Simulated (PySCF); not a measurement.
# H9PSi3: the cost of one run

The runs use PySCF 2.14.0, with density-fitted response routines of our own; the level of theory stands in each step. All values are computed, except where a source is named. Atoms count from 0, in the outputs and in this text.

### 1 Starting geometry

13 atoms, charge 0, multiplicity 1; geometry from: GFN2-xTB.

Bonds of the start (Å): Si0–Si1 2.32, Si1–Si2 2.33, Si2–P3 2.24, Si0–H4 1.47, Si0–H5 1.47, Si0–H6 1.46, Si1–H7 1.47, Si1–H8 1.47, Si2–H9 1.47, Si2–H10 1.47, P3–H11 1.38, P3–H12 1.38.

### 2 Ultraviolet spectrum: B3LYP/def2-SVPD

What the job is given:

```
{"job": {"kind": "uv", "xc": "B3LYP", "basis": "def2-SVPD", "nstates": 8, "ntriplets": 3}, "charge": 0, "multiplicity": 1}
Si    -2.316935     0.320247     0.577517
Si    -0.620250    -1.111770    -0.103864
Si     1.268056    -0.091947    -0.999794
P      2.046126     1.350266     0.531847
H     -3.635220    -0.319313     0.574016
H     -2.417343     1.488312    -0.301317
H     -2.101004     0.821258     1.935834
H     -1.103942    -2.079701    -1.100756
H     -0.204955    -1.971880     1.019013
H      2.354270    -0.981375    -1.441698
H      0.984187     0.762901    -2.160596
H      2.420840     0.375911     1.435415
H      3.321780     1.437576     0.016654
```

Method: TDDFT B3LYP/def2-SVPD, vertical, gas phase, core orbitals frozen in the response.

Launch:

```
$ OMP_NUM_THREADS=1 python probes_run.py task.json out
```

The driver reads the jobs from task.json and runs them one after another.

Q: Estimate the wall time and peak memory of this first job on 1 thread of Arm Neoverse N1, shared host.

About 31 s, with a peak of 0.69 GiB.
